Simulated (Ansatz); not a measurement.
**C₂H₃F₃Si: small, medium and large basis sets**

An exercise on one series of results from a longer session: the logs are not shown, and one member is left open.

Program: Ansatz 0.2.0, Gaussian basis. Level of theory: one geometry, several basis sets. These are calculated values, not measurements.

The runs, in order: PBE0-D4/def2-SVP; ωB97M-V/def2-SVP; PBE0-D4/def2-QZVPP; ωB97M-V/def2-QZVPP; the functionals' def2-TZVPP values are taken from earlier runs.

**The geometry**

An earlier PBE0-D4 in a triple-zeta def2 set relaxation fixed the geometry.

SMILES `C=C[Si](F)(F)F`, 9 atoms, charge 0, spin multiplicity 1.

Atoms are counted from 1 here; the program's logs count them from 0.

Bond lengths: C1–C2 1.331 Å, C1–H7 1.086 Å, C1–H8 1.086 Å, C2–Si3 1.825 Å, C2–H9 1.088 Å, Si3–F4 1.578 Å, Si3–F5 1.578 Å, Si3–F6 1.578 Å. Angles: C2–C1–H7 121.9°, C2–C1–H8 121.8°, H7–C1–H8 116.3°, C1–C2–Si3 121.9°, C1–C2–H9 119.0°, Si3–C2–H9 119.1°, C2–Si3–F4 110.6°, C2–Si3–F5 112.1°, C2–Si3–F6 112.1°, F4–Si3–F5 107.7°, F4–Si3–F6 107.7°, F5–Si3–F6 106.4°.

The first run:

in.yaml

```yaml
crystal:
  periodic: [false, false, false]
  atoms:
    - {symbol: C, position_ang: [0.198153, -1.493705, 0.354966]}
    - {symbol: C, position_ang: [0.386536, -0.202121, 0.613113]}
    - {symbol: Si, position_ang: [-0.262832, 1.105515, -0.481406]}
    - {symbol: F, position_ang: [-1.037508, 0.473171, -1.701856]}
    - {symbol: F, position_ang: [0.884903, 2.018163, -1.063177]}
    - {symbol: F, position_ang: [-1.258859, 2.070101, 0.271033]}
    - {symbol: H, position_ang: [0.585147, -2.270971, 1.006889]}
    - {symbol: H, position_ang: [-0.351153, -1.828490, -0.519428]}
    - {symbol: H, position_ang: [0.944113, 0.081937, 1.502667]}
basis:
  gaussian: {orbitals: def2-SVP}
hamiltonian: {xc: pbe0, dispersion: d4}
output: {orbitals: {seedname: orbitals}}
```

Launch:

```console
$ ansatz run in.yaml --threads 4 --pin off --events-out ev --progress --plain --max-ram 10444MiB
```

Steps of the session up to this table: PBE0-D4 in def2-SVP; ωB97M-V in def2-SVP; PBE0-D4 in def2-QZVPP; ωB97M-V in def2-QZVPP.

One table of the session follows, with a row left open; its other results are not shown here.

It belongs to the step «Density functionals: the series». 

| functional | basis | HOMO (eV) |
| --- | --- | --- |
| PBE0-D4 | def2-SVP | -8.86 |
| PBE0-D4 | def2-TZVPP | ? |
| PBE0-D4 | def2-QZVPP | -8.91 |
| ωB97M-V | def2-SVP | -11.11 |
| ωB97M-V | def2-TZVPP | -11.16 |
| ωB97M-V | def2-QZVPP | -11.18 |

Q: Estimate the row for PBE0-D4, def2-TZVPP from the others.

**Answer.** HOMO (eV): -8.90. In the column «HOMO (eV)» it lies between PBE0-D4, def2-QZVPP (-8.91) and PBE0-D4, def2-SVP (-8.86).
